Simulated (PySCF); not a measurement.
# C2H7F3SSi2: the cost of one run

The runs use PySCF 2.14.0, with density-fitted response routines of our own; the level of theory stands in each step. All values are computed, except where a source is named. Atoms count from 0, in the outputs and in this text.

## Step 1: Starting geometry

15 atoms, charge 0, multiplicity 1; geometry from: GFN2-xTB.

Bonds of the start (Å): F0–C1 1.34, C1–F2 1.34, C1–F3 1.33, C1–S4 1.81, S4–C5 1.83, C5–Si6 1.92, C5–Si7 1.92, C5–H8 1.09, Si6–H9 1.46, Si6–H10 1.46, Si6–H11 1.46, Si7–H12 1.46, Si7–H13 1.46, Si7–H14 1.46.

## Step 2: Ultraviolet spectrum: PBE0/def2-SVPD

What the job is given:

```
{"job": {"kind": "uv", "xc": "PBE0", "basis": "def2-SVPD", "nstates": 8, "ntriplets": 3}, "charge": 0, "multiplicity": 1}
F      1.624540    -0.844262     1.032533
C      2.099444     0.143717     0.265695
F      2.057833     1.253252     1.018264
F      3.383767    -0.117582     0.034372
S      1.214723     0.320426    -1.303276
C     -0.533567     0.151368    -0.783990
Si    -1.014532     1.444743     0.546023
Si    -0.997582    -1.685144    -0.462368
H     -1.028986     0.450178    -1.710972
H     -2.473415     1.516116     0.493227
H     -0.566896     0.973349     1.852732
H     -0.400328     2.721865     0.194905
H     -0.802668    -1.999557     0.948335
H     -2.409472    -1.805830    -0.825374
H     -0.157274    -2.514649    -1.322020
```

Level: TDDFT PBE0/def2-SVPD, vertical, gas phase, core orbitals frozen in the response.

Launch:

```
$ OMP_NUM_THREADS=1 python probes_run.py task.json out
```

One launch serves the whole session: the jobs run in the order shown.

**Question.** How long does this job take on 1 thread of Arm Neoverse N1, shared host, and how much memory does it need?

About 1.7 min, with a peak of 0.95 GiB.
